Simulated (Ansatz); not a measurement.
# F2H3SiSn radical: one species, many methods

The task here is to estimate one member of a computed series from the others.

The runs use Ansatz 0.2.0, Gaussian basis; functionals in def2-TZVPP, the program's frozen cores in correlated methods.

The runs, in order: LDA (SPW92), PBE-D4, revPBE-D4, BLYP-D4, r2SCAN-D4, B97M-V, PBE0-D4, B3LYP-D4, r2SCANh-D4, r2SCAN0-D4, HSE06-D4, BHLYP-D4, CAM-B3LYP-D4, LC-ωPBE, ωB97X-V, ωB97M-V, B2PLYP, PBE-QIDH; CCSD(T)/def2-SVP; CCSD(T)/def2-TZVPP; MP2/def2-QZVPP; extrapolation to the limit; RPA on PBE.

1 further run of the same task is left out (for a known fault of the program).

## The geometry

An earlier PBE0-D4 in a triple-zeta def2 set relaxation fixed the geometry. Sn takes the def2 core potential; no spin-orbit term is included.

7 atoms, charge 0, spin multiplicity 2.

Atoms are counted from 1 here; the program's logs count them from 0.

Bond lengths: F1–Sn2 1.931 Å, Sn2–F3 1.931 Å, Sn2–Si4 2.672 Å, Si4–H5 1.482 Å, Si4–H6 1.482 Å, Si4–H7 1.482 Å. Angles: F1–Sn2–F3 99.8°, F1–Sn2–Si4 103.9°, F3–Sn2–Si4 103.7°, Sn2–Si4–H5 106.5°, Sn2–Si4–H6 106.6°, Sn2–Si4–H7 107.9°, H5–Si4–H6 111.2°, H5–Si4–H7 112.1°, H6–Si4–H7 112.1°.

The first run:

The input, in.yaml:

```yaml
crystal:
  periodic: [false, false, false]
  atoms:
    - {symbol: F, position_ang: [0.126464, -1.982592, 1.766136]}
    - {symbol: Sn, position_ang: [1.130698, -0.498430, 1.045873]}
    - {symbol: F, position_ang: [2.232547, -1.436575, -0.233201]}
    - {symbol: Si, position_ang: [-0.643187, 0.797114, -0.474655]}
    - {symbol: H, position_ang: [0.112711, 1.839244, -1.209419]}
    - {symbol: H, position_ang: [-1.631896, 1.402257, 0.449212]}
    - {symbol: H, position_ang: [-1.266138, -0.188917, -1.389646]}
basis:
  gaussian: {orbitals: def2-TZVPP}
magnetization: {spin_polarized: true, initial_magnetization: 1}
hamiltonian: {xc: lda}
output: {orbitals: {seedname: orbitals}}
```

Command:

```
ansatz run in.yaml --threads 4 --pin off --events-out ev --progress --plain --max-ram 10444MiB
```

Steps of the session up to this table: LDA; PBE-D4 (GGA); revPBE-D4 (GGA); BLYP-D4 (GGA); r2SCAN-D4 (meta-GGA); B97M-V (meta-GGA); B3LYP-D4 (hybrid); r2SCANh-D4 (hybrid); r2SCAN0-D4 (hybrid); HSE06-D4 (hybrid); BHLYP-D4 (hybrid); CAM-B3LYP-D4 (range-separated); LC-ωPBE (range-separated); ωB97X-V (range-separated); ωB97M-V (range-separated); B2PLYP (double hybrid); PBE-QIDH (double hybrid).

One of the session's tables, all rows but one given; the rest of the session is left out.

It belongs to the step «Orbital energies across the functionals». 

| functional | HOMO (eV) | LUMO (eV) | gap (eV) |
| --- | --- | --- | --- |
| LDA (SPW92) | -5.88 | -5.23 | 0.65 |
| PBE-D4 | -5.77 | -4.87 | 0.90 |
| revPBE-D4 | -5.73 | -4.74 | 0.99 |
| BLYP-D4 | -5.61 | -4.85 | 0.75 |
| r2SCAN-D4 | -6.15 | -4.63 | 1.53 |
| B97M-V | -5.97 | -5.01 | 0.96 |
| PBE0-D4 | -6.88 | -4.11 | 2.77 |
| B3LYP-D4 | -6.64 | -4.44 | 2.20 |
| r2SCANh-D4 | -6.56 | -4.34 | 2.22 |
| r2SCAN0-D4 | -7.16 | -3.91 | 3.25 |
| HSE06-D4 | -6.49 | -4.48 | 2.01 |
| BHLYP-D4 | -7.80 | -3.37 | 4.43 |
| CAM-B3LYP-D4 | ? | ? | ? |
| LC-ωPBE | -9.34 | -1.93 | 7.41 |
| ωB97X-V | -8.89 | -2.26 | 6.62 |
| ωB97M-V | -8.74 | -2.42 | 6.32 |

Q: Estimate the row for CAM-B3LYP-D4 from the others.

As computed: HOMO (eV): -8.05; LUMO (eV): -3.23; gap (eV): 4.82. In the column «HOMO (eV)» it lies between ωB97M-V (-8.74) and BHLYP-D4 (-7.80).
